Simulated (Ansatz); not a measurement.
**CH4AlI (SMILES [AlH2][CH2]I): single points off equilibrium**

A test off equilibrium: a structure displaced at random from a GFN2-xTB minimum is computed at several levels, and each is set against CCSD(T).

The runs use Ansatz 0.2.0, Gaussian basis; single points in def2-TZVPP.

Correlated methods freeze the cores. Filled d shells of the heavier atoms are correlated. Core potentials replace the inner electrons past krypton, and spin-orbit coupling is left out.

**1. The system as given**

SMILES `[AlH2][CH2]I`, 7 atoms, charge 0, spin multiplicity 1.

Atoms are counted from 1 here; the program's logs count them from 0.

Bond lengths: Al1–C2 2.004 Å, Al1–I3 2.919 Å, Al1–H4 1.717 Å, Al1–H5 1.556 Å, C2–I3 2.128 Å, C2–H6 1.024 Å, C2–H7 1.211 Å. Angles: C2–Al1–I3 46.8°, C2–Al1–H4 130.7°, C2–Al1–H5 120.7°, I3–Al1–H4 84.0°, I3–Al1–H5 166.6°, H4–Al1–H5 108.6°, Al1–C2–I3 89.8°, Al1–C2–H6 117.0°, Al1–C2–H7 116.0°, I3–C2–H6 120.0°, I3–C2–H7 100.2°, H6–C2–H7 111.4°, Al1–I3–C2 43.4°.

Geometry (Å):

```xyz
7

Al   -0.8133    0.1689   -0.6371
C     0.7023    0.2364    0.6723
I     0.6583   -1.8860    0.8230
H    -1.7487   -1.1557   -1.2000
H    -1.2956    1.4594   -1.3598
H     0.5697    0.8123    1.5083
H     1.8058    0.3941    0.1987
```

**2. CCSD(T)/def2-TZVPP**

The input, run/in.yaml:

```yaml
crystal:
  periodic: [false, false, false]
  atoms:
    - {symbol: Al, position_ang: [-0.813300, 0.168900, -0.637100]}
    - {symbol: C, position_ang: [0.702300, 0.236400, 0.672300]}
    - {symbol: I, position_ang: [0.658300, -1.886000, 0.823000]}
    - {symbol: H, position_ang: [-1.748700, -1.155700, -1.200000]}
    - {symbol: H, position_ang: [-1.295600, 1.459400, -1.359800]}
    - {symbol: H, position_ang: [0.569700, 0.812300, 1.508300]}
    - {symbol: H, position_ang: [1.805800, 0.394100, 0.198700]}
basis:
  gaussian: {orbitals: def2-TZVPP}
correlation: {method: ccsd_t}
output: {forces: true}
```

No record of the launch command was kept for these runs.

**3. PBE0-D4/def2-TZVPP**

Changes to run/in.yaml since step 2:

```diff
@@ -12,3 +12,3 @@
   gaussian: {orbitals: def2-TZVPP}
-correlation: {method: ccsd_t}
-output: {forces: true}
+hamiltonian: {xc: pbe0, dispersion: d4}
+output: {forces: true, orbitals: {seedname: orbitals}}
```

**4. wB97M-V/def2-TZVPP**

Changes to run/in.yaml since step 3:

```diff
@@ -12,3 +12,3 @@
   gaussian: {orbitals: def2-TZVPP}
-hamiltonian: {xc: pbe0, dispersion: d4}
-output: {forces: true, orbitals: {seedname: orbitals}}
+hamiltonian: {xc: {name: wB97M-V}}
+output: {forces: true}
```

**5. r2SCAN-D4/def2-TZVPP**

Changes to run/in.yaml since step 4:

```diff
@@ -12,3 +12,3 @@
   gaussian: {orbitals: def2-TZVPP}
-hamiltonian: {xc: {name: wB97M-V}}
+hamiltonian: {xc: r2scan, dispersion: d4}
 output: {forces: true}
```

**6. PBE-D4/def2-TZVPP**

Changes to run/in.yaml since step 5:

```diff
@@ -12,3 +12,3 @@
   gaussian: {orbitals: def2-TZVPP}
-hamiltonian: {xc: r2scan, dispersion: d4}
+hamiltonian: {xc: pbe, dispersion: d4}
 output: {forces: true}
```

**7. r2SCAN0-D4/def2-TZVPP**

Changes to run/in.yaml since step 6:

```diff
@@ -12,3 +12,3 @@
   gaussian: {orbitals: def2-TZVPP}
-hamiltonian: {xc: pbe, dispersion: d4}
+hamiltonian: {xc: {name: r2SCAN0}, dispersion: d4}
 output: {forces: true}
```

**8. LC-wPBE/def2-TZVPP**

Changes to run/in.yaml since step 7:

```diff
@@ -12,3 +12,3 @@
   gaussian: {orbitals: def2-TZVPP}
-hamiltonian: {xc: {name: r2SCAN0}, dispersion: d4}
+hamiltonian: {xc: {name: LC-wPBE}}
 output: {forces: true}
```

(Steps that only read results are left out.)

What does the calculation give? Wanted: energy less free atoms, CCSD(T)/def2-TZVPP; RMS force component; RMS force error; HOMO and LUMO, PBE0-D4; T1 diagnostic.

As calculated:

| quantity | value |
| --- | --- |
| energy less free atoms, CCSD(T)/def2-TZVPP | -441.9 kcal/mol |
| RMS force component | 1.502 to 1.561 eV/Å over the methods |
| RMS force error | PBE0-D4 0.084, wB97M-V 0.063, r2SCAN-D4 0.076, PBE-D4 0.127, r2SCAN0-D4 0.092, LC-wPBE 0.184 eV/Å |
| HOMO and LUMO, PBE0-D4 | -6.74 and -1.64 eV |
| T1 diagnostic | 0.009 |

In words: Against CCSD(T) the functionals' energies less atoms differ by -13.9 to -4.2 kcal/mol, PBE-D4 by -13.9 kcal/mol. A larger basis would deepen the CCSD(T) value, while the functionals are nearly converged already, so the order here is not reliable. For forces wB97M-V does best and LC-wPBE worst. Frozen-core CCSD(T) forces in triple zeta carry basis errors of their own, and this is one geometry, so small gaps rank nothing.
